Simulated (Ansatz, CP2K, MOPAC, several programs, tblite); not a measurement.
Energy against volume for an ordered 6-atom cell of Ga₃AsP₂ on the zincblende lattice (Imm2), at fixed shape and fractional coordinates, computed by several methods (PBE and r2SCAN, where shown, with plane waves in Ansatz); the cell shown is that of r2SCAN. With free coordinates or axes held, a curve is too stiff, and on another method's shape its minimum isn't the method's own volume. It is orthorhombic, Imm2 (No. 44); a = 3.904 Å, b = 11.712 Å, c = 5.522 Å in the conventional setting, 21.04 Å³ an atom. P has 4 Ga at 2.36–2.37 Å; Ga has 3 P at 2.36–2.37 Å and 1 As at 2.45 Å; As has 4 Ga at 2.43–2.45 Å; Ga has 2 P at 2.36 Å and 2 As at 2.43 Å. Spin-unpolarised throughout. Whether this structure exists isn't addressed. Energies count from each curve's lowest point; fits are third-order Birch-Murnaghan.

```
P Ga As
1.0
    -1.95202    5.85623    2.76077
     1.95202   -5.85623    2.76077
     1.95202    5.85623   -2.76077
P Ga As
2 3 1
Direct
  0.33291 0.00032 0.33259
  0.66773 0.00032 0.66741
  0.57338 0.74440 0.82898
  0.91542 0.74440 0.17102
  0.26134 0.76134 0.50000
  0.99922 0.99922 0.00000
```

PM7 (MOPAC), on the shape of the cell shown, as a cluster of 72 atoms at the zone centre:
```csv
V (Å³/atom),E (meV/atom)
18.515,1297.16
19.777,780.79
21.040,416.45
22.302,165.41
23.565,0.00
```
The lowest point is an end point, so the minimum isn't bracketed.

GFN2-xTB (tblite), on the shape of the cell shown, as a cluster of 72 atoms at the zone centre:
```
V (Å³/atom)  E (meV/atom)
     18.515        319.34
     19.777        170.60
     21.040         77.89
     22.302         24.24
     23.565          0.00
```
The lowest point is an end point, so the minimum isn't bracketed.

Question: PBE, on the shape of its own relaxed cell, gives
```csv
V (Å³/atom),E (meV/atom)
20.452,19.52
21.104,4.60
21.757,0.00
22.410,4.13
23.062,15.63
```
What equilibrium volume and bulk modulus follow?

Answer: V₀ = 21.76 Å³ an atom and B₀ = 71 GPa.

PBE/SZV (CP2K), on the shape of the cell shown:
```tsv
V (Å³/atom)	E (meV/atom)
18.515	258.04
19.777	109.96
21.040	33.13
22.302	0.00
23.565	1.84
```
The points scatter about a smooth fit, a numerical artefact, so no fit is quoted.

Question: r2SCAN, on the shape of its own relaxed cell, gives
```
V (Å³/atom)  E (meV/atom)
     19.777         21.78
     20.409          5.14
     21.040          0.00
     21.671          4.62
     22.302         17.53
```
What equilibrium volume and bulk modulus follow?

Answer: V₀ = 21.04 Å³ an atom and B₀ = 82 GPa.
